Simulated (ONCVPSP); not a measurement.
# An ONCV potential for germanium, from input to tests

Aim: build the potential from the settings below, then test how well it stands in for the atom: other configurations, scattering, ghost states and the plane-wave cutoff that it needs.

Program: ONCVPSP 4.0.1.1 (patched build). Reference atom: LDA (Perdew-Wang 92), scalar-relativistic, spherical and spin-unpolarised. All values are calculated.

### 1 Starting point

Typed settings, in words:

- element: germanium (Ge, Z = 32)
- type: optimised norm-conserving Vanderbilt (ONCV)
- frozen core: [Ne]
- valence charge: 22
- reference configuration: 3s2 3p6 3d10 4s2 4p2
- partial waves: 3s+4s: rc 1.10 bohr, ncon 4, nbas 8, qcut 12.1 1/bohr, 3 projectors, debl 2.1 Ha; 3p+4p: rc 1.30 bohr, ncon 4, nbas 8, qcut 13 1/bohr, 2 projectors; 3d: rc 0.80 bohr, ncon 3, nbas 8, qcut 21.6 1/bohr, 2 projectors, debl 3.5 Ha
- local potential: polynomial inside 0.60 bohr (lpopt 4, dvloc0 -1 Ha)
- core correction: Teter function fitted to the true core (icmod 2), fcfact 0.45

The nodes and maxima of the atom's own shells, from an earlier all-electron run, set the scale for the radii.

All-electron outer shells of the reference configuration (LDA (PZ), scalar-relativistic, ld1.x):

| shell | level (eV) | outermost node (bohr) | outermost maximum (bohr) |
| --- | --- | --- | --- |
| 2s | -1369.45 | 0.06 | 0.18 |
| 2p | -1198.06 | – | 0.14 |
| 3s | -167.73 | 0.26 | 0.54 |
| 3p | -115.38 | 0.23 | 0.54 |
| 3d | -29.55 | – | 0.50 |
| 4s | -11.95 | 0.77 | 1.73 |
| 4p | -4.05 | 0.82 | 2.19 |

### 2 Generating the potential

Input file Ge.dat:

```
# ATOM AND REFERENCE CONFIGURATION
# atsym  z   nc   nv     iexc    psfile
  Ge 32.00    3    5  -001012      upf
#
#   n    l    f
    1    0    2.00
    2    0    2.00
    2    1    6.00
    3    0    2.00
    3    1    6.00
    3    2   10.00
    4    0    2.00
    4    1    2.00
#
# PSEUDOPOTENTIAL AND OPTIMIZATION
# lmax
    2
#
#   l,   rc,      ep,       ncon, nbas, qcut
    0    1.10    0.00    4    8   12.10
    1    1.30    0.00    4    8   13.00
    2    0.80    0.00    3    8   21.60
#
# LOCAL POTENTIAL
# lloc, lpopt,  rc(5),   dvloc0
    4    4    0.60   -1.00
#
# VANDERBILT-KLEINMAN-BYLANDER PROJECTORs
# l, nproj, debl
    0    3    2.10
    1    2    1.60
    2    2    3.50
#
# MODEL CORE CHARGE
# icmod, fcfact, rcfact
    2    0.45    0.65
#
# LOG DERIVATIVE ANALYSIS
# epsh1, epsh2, depsh
   -8.00    5.00    0.04
#
# OUTPUT GRID
# rlmax, drl
    6.00    0.01
#
# TEST CONFIGURATIONS
# ncnf
    4
# nvcnf
#   n    l    f
    5
    3    0    2.00
    3    1    6.00
    3    2   10.00
    4    0    2.00
    4    1    1.00
#
    5
    3    0    2.00
    3    1    6.00
    3    2   10.00
    4    0    2.00
    4    1    0.00
#
    5
    3    0    2.00
    3    1    6.00
    3    2   10.00
    4    0    1.00
    4    1    0.00
#
    5
    3    0    2.00
    3    1    6.00
    3    2   10.00
    4    0    1.00
    4    1    2.00
#
```

Launch:

```console
$ oncvpsp.x < Ge.dat > Ge.out
```

Before running it: what results should come out? Wanted: cutoffs for 1 and 0.1 mHa per electron, occupied waves; bound ghosts; GHOST(+) flags; largest test error; largest phase difference near zero energy, channels read; rms error of d²Exc/dn², without and with the model core.

The runs gave:

```
                                                quantity                               value
  cutoffs for 1 and 0.1 mHa per electron, occupied waves                   165 Ha and 187 Ha
                                            bound ghosts                          none found
                                          GHOST(+) flags                  none at low energy
                            largest test error (AE − PS)  -5.1 meV, for 3s2 3p6 3d10 4s1 4p0
largest phase difference near zero energy, channels read                           0.000 rad
 rms error of d²Exc/dn², without and with the model core                   2.48 and 1.17 mHa
```

The worst unpolarised test, 3s2 3p6 3d10 4s1 4p0, is off by 5.1 meV on 58.6 eV; by total energies transferability rates as good. The potential is very hard: the looser tolerance needs 165 Ha. At the looser tolerance the 3d wave is the slowest; 3p needs 53 Ha. It is free of bound ghosts as far as tested. Near zero energy the phases of the channels with partial waves agree within 0.001 rad.
